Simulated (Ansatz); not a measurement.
**C₃H₈SSi: up Jacob's ladder to CCSD(T)**

One table from this session's results is given with a row withheld; the runs are named, their logs left out.

Computed with Ansatz 0.2.0, Gaussian basis. Level: functionals in def2-TZVPP, the program's frozen cores in correlated methods.

Levels to be run: LDA (SPW92), PBE-D4, revPBE-D4, BLYP-D4, r2SCAN-D4, B97M-V, PBE0-D4, B3LYP-D4, r2SCANh-D4, r2SCAN0-D4, HSE06-D4, BHLYP-D4, CAM-B3LYP-D4, LC-ωPBE, ωB97X-V, ωB97M-V, B2PLYP, PBE-QIDH; CCSD(T)/def2-SVP; CCSD(T)/def2-TZVPP; MP2/def2-QZVPP; extrapolation to the limit; RPA on PBE.

## Structure used throughout

The geometry comes from an earlier relaxation with PBE0-D4 in a triple-zeta def2 set; it is a stationary point, not always the lowest conformer.

SMILES `C=CCS[SiH3]`, 13 atoms, charge 0, spin multiplicity 1.

Atoms are counted from 1 here; the program's logs count them from 0.

Bond lengths: C1–C2 1.326 Å, C1–H6 1.086 Å, C1–H7 1.083 Å, C2–C3 1.485 Å, C2–H8 1.087 Å, C3–S4 1.834 Å, C3–H9 1.091 Å, C3–H10 1.093 Å, S4–Si5 2.131 Å, Si5–H11 1.484 Å, Si5–H12 1.484 Å, Si5–H13 1.487 Å. Angles: C2–C1–H6 121.4°, C2–C1–H7 121.5°, H6–C1–H7 117.1°, C1–C2–C3 123.9°, C1–C2–H8 120.0°, C3–C2–H8 116.0°, C2–C3–S4 112.5°, C2–C3–H9 111.4°, C2–C3–H10 111.3°, S4–C3–H9 109.1°, S4–C3–H10 104.0°, H9–C3–H10 108.3°, C3–S4–Si5 100.3°, S4–Si5–H11 113.6°, S4–Si5–H12 104.7°, S4–Si5–H13 110.1°, H11–Si5–H12 109.3°, H11–Si5–H13 108.8° and more.

Set-up of the first run:

in.yaml

```yaml
crystal:
  periodic: [false, false, false]
  atoms:
    - {symbol: C, position_ang: [-1.455552, -0.720521, 0.977493]}
    - {symbol: C, position_ang: [-0.263193, -1.160192, 0.597743]}
    - {symbol: C, position_ang: [1.008535, -0.441530, 0.864860]}
    - {symbol: S, position_ang: [1.860188, 0.072401, -0.675549]}
    - {symbol: Si, position_ang: [0.343423, 1.277319, -1.564232]}
    - {symbol: H, position_ang: [-1.567101, 0.205045, 1.533708]}
    - {symbol: H, position_ang: [-2.360410, -1.270054, 0.747104]}
    - {symbol: H, position_ang: [-0.179102, -2.083125, 0.029582]}
    - {symbol: H, position_ang: [0.845305, 0.436407, 1.492243]}
    - {symbol: H, position_ang: [1.733810, -1.089064, 1.363728]}
    - {symbol: H, position_ang: [-0.772054, 0.493052, -2.150844]}
    - {symbol: H, position_ang: [1.039001, 2.023725, -2.642410]}
    - {symbol: H, position_ang: [-0.212450, 2.221736, -0.558626]}
basis:
  gaussian: {orbitals: def2-TZVPP}
hamiltonian: {xc: lda}
output: {orbitals: {seedname: orbitals}}
```

Run with:

```bash
$ ansatz run in.yaml --threads 4 --pin off --events-out ev --progress --plain --max-ram 10444MiB
```

Steps of the session up to this table: LDA; PBE-D4 (GGA); revPBE-D4 (GGA); BLYP-D4 (GGA); r2SCAN-D4 (meta-GGA); B97M-V (meta-GGA); PBE0-D4 (hybrid); B3LYP-D4 (hybrid); r2SCANh-D4 (hybrid); r2SCAN0-D4 (hybrid); HSE06-D4 (hybrid); BHLYP-D4 (hybrid); CAM-B3LYP-D4 (range-separated); LC-ωPBE (range-separated); ωB97X-V (range-separated); ωB97M-V (range-separated); B2PLYP (double hybrid); PBE-QIDH (double hybrid).

One table of the session follows, with a row left open; its other results are not shown here.

It belongs to the step «Orbital energies across the functionals». 

| functional | HOMO (eV) | gap (eV) |
| --- | --- | --- |
| LDA (SPW92) | -5.90 | 4.36 |
| PBE-D4 | ? | ? |
| revPBE-D4 | -5.75 | 4.55 |
| BLYP-D4 | -5.64 | 4.48 |
| r2SCAN-D4 | -6.05 | 4.96 |
| B97M-V | -6.19 | 5.14 |
| PBE0-D4 | -6.98 | 6.68 |
| B3LYP-D4 | -6.74 | 6.23 |
| r2SCANh-D4 | -6.48 | 5.77 |
| r2SCAN0-D4 | -7.14 | 6.97 |
| HSE06-D4 | -6.58 | 5.90 |
| BHLYP-D4 | -8.02 | 8.82 |
| CAM-B3LYP-D4 | -8.28 | 9.11 |
| LC-ωPBE | -9.66 | 11.66 |
| ωB97X-V | -9.31 | 11.21 |
| ωB97M-V | -9.16 | 10.87 |

**Question.** Estimate the row for PBE-D4.

As computed: HOMO (eV): -5.80; gap (eV): 4.50. In the column «HOMO (eV)» it lies between LDA (SPW92) (-5.90) and revPBE-D4 (-5.75).
